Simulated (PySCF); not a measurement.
# C15H16OSSi: the cost of one run

Computed with PySCF 2.14.0 and routines of our own; the level stands in each step. Atoms count from 0.

## 1. The system as given

34 atoms, charge 0, multiplicity 1; geometry from: GFN2-xTB.

## 2. NMR shifts: GIAO PBE/pcSseg-1

What the job is given:

```
{"job": {"kind": "nmr", "basis": "pcSseg-1", "pop": false, "xc": "PBE"}, "charge": 0, "multiplicity": 1}
C     -2.673070     1.977699    -0.560500
Si    -2.519301     0.405580     0.510037
C     -4.226125    -0.439801     0.596574
C     -1.978043     0.840285     2.287816
C     -1.293612    -0.812252    -0.292533
C     -1.734830    -2.053414    -0.740395
C     -0.874991    -2.951098    -1.343018
C      0.458860    -2.625643    -1.494966
C      0.931197    -1.390947    -1.066195
C      0.051034    -0.489751    -0.475263
S      0.608779     1.119350     0.024155
C      2.365864     0.888333    -0.000255
C      3.162776     1.840021     0.619602
C      4.541181     1.735803     0.578474
C      5.130134     0.670863    -0.080952
C      4.340837    -0.290424    -0.684713
C      2.954316    -0.189787    -0.653111
O      2.269025    -1.182021    -1.292202
H     -2.892806     1.734772    -1.595991
H     -1.756801     2.558038    -0.547073
H     -3.472168     2.614110    -0.193320
H     -4.606570    -0.689091    -0.388578
H     -4.196705    -1.351407     1.184530
H     -4.947377     0.222692     1.063094
H     -1.767430    -0.051559     2.870638
H     -1.085599     1.456303     2.294010
H     -2.762236     1.391513     2.797791
H     -2.773370    -2.314917    -0.616417
H     -1.239123    -3.905311    -1.693113
H      1.159354    -3.305603    -1.952936
H      2.685425     2.666457     1.123459
H      5.150610     2.486819     1.056643
H      6.204772     0.583155    -0.124384
H      4.777922    -1.131014    -1.200084
```

Level: GIAO PBE/pcSseg-1 NMR shielding, non-relativistic, gas phase.

Launch:

```sh
$ OMP_NUM_THREADS=1 python large_run.py task.json out
```

The driver reads the jobs from task.json and runs them one after another.

Q: Estimate the wall time and peak memory of this first job on 1 thread of Arm Neoverse N1, shared host.

About 64 s, with a peak of 0.57 GiB.
